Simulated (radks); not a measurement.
**Pr in [Xe] 4f3 6s2: an all-electron calculation**

One table from this session's results is given with a row withheld; the runs are named, their logs left out.

Program: radks (a radial shooting solver on a logarithmic mesh, Libxc functionals) version 1. Level of theory: scalar-relativistic Kohn-Sham, PBE, spin-unpolarised, spherical densities, finite nucleus. These are calculated values, not measurements, unless marked.

**What is computed**

| Property | Result |
| --- | --- |
| element | praseodymium (Z = 59) |
| charge | 0 |
| electrons | 59 |
| configuration | [Xe] 4f3 6s2 |
| nuclear rms radius | 4.8919 fm |

The outer shells:

Pr
```
[Xe] core
4f [↑ ][↑ ][↑ ][  ][  ][  ][  ]
6s [↑↓]
```

The first run:

The run's settings:

```text
Z 59
configuration [Xe] 4f3 6s2 5d0 6p0 7s0 5f0
relativity scalar-relativistic
functional pbe,pbe
spin unpolarised
nucleus finite rms 4.8919 fm
c 137.035999084
```

Among the steps run: Self-consistent calculation.

One table of the session follows, with a row left open; its other results are not shown here.

It belongs to the step «Orbitals and density». From the orbitals of this run (lengths in bohr):

| level | <r> | outermost maximum (interpolated) | 90 % within | nodes |
| --- | --- | --- | --- | --- |
| 1s | 0.02410 | 0.0154 | 0.0435 | 0 |
| 2s | 0.1031 | 0.0873 | 0.159 | 1 |
| 2p | 0.09055 | 0.0703 | 0.147 | 0 |
| 3s | 0.2723 | 0.249 | 0.400 | 2 |
| 3p | 0.2704 | 0.244 | 0.405 | 1 |
| 3d | 0.2475 | 0.201 | 0.387 | 0 |
| 4s | 0.6225 | 0.579 | 0.894 | 3 |
| 4p | 0.6594 | 0.604 | 0.959 | 2 |
| 4d | 0.7272 | 0.636 | 1.09 | 1 |
| 5s | 1.508 | 1.35 | 2.17 | 4 |
| 5p | 1.767 | 1.53 | 2.59 | 3 |
| 6s | 4.499 | 3.86 | 6.62 | 5 |
| 5d | 3.327 | 2.27 | 5.49 | 2 |
| 4f | 1.211 | 0.692 | 2.17 | 0 |
| 6p | ? | ? | ? | ? |

Estimate the missing values for 6p.

As computed: <r>: 6.181; outermost maximum (interpolated): 5.10; 90 % within: 9.28; nodes: 4. In the column «<r>» it is the highest.

Caveats from the session: Spin polarisation and multiplet splitting are left out.
